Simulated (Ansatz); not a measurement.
# GaTeH₃ (SMILES [GaH2][TeH]): single points off equilibrium

One table from this session's results is given with a row withheld; the runs are named, their logs left out.

Method: single points in def2-TZVPP; program: Ansatz 0.2.0, Gaussian basis.

Cores are frozen in the correlated methods. Filled d shells of the heavier atoms are correlated. Core potentials replace the inner electrons past krypton, and spin-orbit coupling is left out.

## The starting structure

SMILES `[GaH2][TeH]`, 5 atoms, charge 0, spin multiplicity 1.

Atoms are counted from 1 here; the program's logs count them from 0.

Bond lengths: Ga1–Te2 2.526 Å, Ga1–H3 1.767 Å, Ga1–H4 1.552 Å, Te2–H5 1.718 Å. Angles: Te2–Ga1–H3 124.9°, Te2–Ga1–H4 115.3°, H3–Ga1–H4 117.8°, Ga1–Te2–H5 88.6°.

As a file:

| atom | x (Å) | y (Å) | z (Å) |
| --- | --- | --- | --- |
| Ga1 | -0.3231 | -0.5585 | 0.2210 |
| Te2 | 0.9467 | 1.5940 | 0.5864 |
| H3 | -0.5619 | -1.8103 | 1.4449 |
| H4 | -0.5646 | -0.9417 | -1.2635 |
| H5 | 0.8191 | 1.9047 | -1.0982 |

Set-up of the first run:

run/in.yaml reads:

```yaml
crystal:
  periodic: [false, false, false]
  atoms:
    - {symbol: Ga, position_ang: [-0.323100, -0.558500, 0.221000]}
    - {symbol: Te, position_ang: [0.946700, 1.594000, 0.586400]}
    - {symbol: H, position_ang: [-0.561900, -1.810300, 1.444900]}
    - {symbol: H, position_ang: [-0.564600, -0.941700, -1.263500]}
    - {symbol: H, position_ang: [0.819100, 1.904700, -1.098200]}
basis:
  gaussian: {orbitals: def2-TZVPP}
correlation: {method: ccsd_t}
output: {forces: true}
```

No record of the launch command was kept for these runs.

Among the steps run: CCSD(T)/def2-TZVPP; PBE0-D4/def2-TZVPP; wB97M-V/def2-TZVPP; r2SCAN-D4/def2-TZVPP; PBE-D4/def2-TZVPP; r2SCAN0-D4/def2-TZVPP; wB97X-V/def2-TZVPP.

One table of the session follows, with a row left open; its other results are not shown here.

```
    method  RMS force component (eV/Å)  angle to CCSD(T) forces (°)
   CCSD(T)                       0.802                    reference
   PBE0-D4                       0.785                          3.1
   wB97M-V                       0.827                          1.6
 r2SCAN-D4                           ?                            ?
    PBE-D4                       0.714                         10.8
r2SCAN0-D4                       0.831                          1.9
   wB97X-V                       0.833                          2.1
```

Q: Estimate the row for r2SCAN-D4 from the others.

The run gave: RMS force component (eV/Å): 0.781; angle to CCSD(T) forces (°): 3.2. In the column «RMS force component (eV/Å)» it lies between PBE-D4 (0.714) and PBE0-D4 (0.785).
